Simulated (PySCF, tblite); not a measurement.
# C5H6NP: geometry, infrared bands and NMR shifts

What infrared bands and NMR shifts should C5H6NP (`Cc1ccncp1`) show?

Programs: tblite 0.8.0 and PySCF 2.14.0, with density-fitted response routines of our own. Each step states its level of theory. These are calculated values for one molecule in the gas phase, unless marked as measured. Atoms count from 0, in the outputs and in this text.

## 1. The starting structure

13 atoms, charge 0, multiplicity 1; geometry from: force field or distance geometry start.

Bonds of the start (Å): C0–C1 1.49, C1–C2 1.39, C2–C3 1.39, C3–N4 1.37, N4–C5 1.35, C5–P6 1.82, P6–C1 1.86, C0–H7 1.09, C0–H8 1.10, C0–H9 1.10, C2–H10 1.10, C3–H11 1.08, C5–H12 1.09.

## 2. Relaxing the molecule with GFN2-xTB

Job settings and geometry (Å):

```
{"job": {"kind": "relax", "xc": "GFN2-xTB", "basis": "xTB"}, "charge": 0, "multiplicity": 1}
C     -2.068900    -0.479800     0.240700
C     -0.599100    -0.275000     0.128400
C     -0.074900     0.882100    -0.433500
C      1.278200     1.152600    -0.578800
N      2.322800     0.365600    -0.185000
C      2.136500    -0.833400     0.395600
P      0.530500    -1.598200     0.779300
H     -2.521800    -0.456700    -0.752100
H     -2.516100     0.321000     0.843100
H     -2.341500    -1.432000     0.716000
H     -0.782200     1.637900    -0.806100
H      1.584900     2.079800    -1.031000
H      3.047100    -1.363300     0.665800
```

The run is started by

```bash
$ OMP_NUM_THREADS=1 python probes_run.py task.json out
```

This one command runs all jobs of the session in turn.

**Question.** This job is followed by: GFN2-xTB harmonic vibrations, gas phase; GIAO PBE0/pcSseg-1 NMR shielding, non-relativistic, gas phase. Predict these results of the whole session: strongest single infrared mode (GFN2-xTB); zero-point energy (GFN2-xTB); ¹³C shifts against TMS (PBE0/pcSseg-1); ¹H shifts against TMS (PBE0/pcSseg-1, means over atoms taken as alike); ¹⁵N shifts against NH3 (PBE0/pcSseg-1); ³¹P shifts against H3PO4 (PBE0/pcSseg-1).

The runs gave:

| quantity | value |
| --- | --- |
| strongest single infrared mode (GFN2-xTB) | 3051 cm⁻¹, 65 km/mol |
| zero-point energy (GFN2-xTB) | 60.8 kcal/mol |
| ¹³C shifts against TMS (PBE0/pcSseg-1) | 192.4, 191.8, 152.5, 129.5, 28.6 ppm |
| ¹H shifts against TMS (PBE0/pcSseg-1, means over atoms taken as alike) | 10.62, 9.15, 7.61, 2.90 ppm |
| ¹⁵N shifts against NH3 (PBE0/pcSseg-1) | 372.0 ppm |
| ³¹P shifts against H3PO4 (PBE0/pcSseg-1) | 212.6 ppm |

The optimisation took 24 steps and gained 0.336 eV; among the close pairs (by a distance rule), C1–P6 changed most, from 1.858 to 1.750 Å. All 33 modes are real, so the xTB geometry is a minimum. The strongest single mode, at 3051 cm⁻¹, moves mainly H11 and H10. GFN2-xTB is a fitted tight-binding method: band positions and strengths are rough. Its intensities can rank the bands wrongly. At PBE0/pcSseg-1: Shielding is most anisotropic at N4 (span 801 ppm, paramagnetic term -435 ppm). NICS(1)zz of -26 ppm above the planar ring from C1 marks a diatropic (aromatic) ring current.
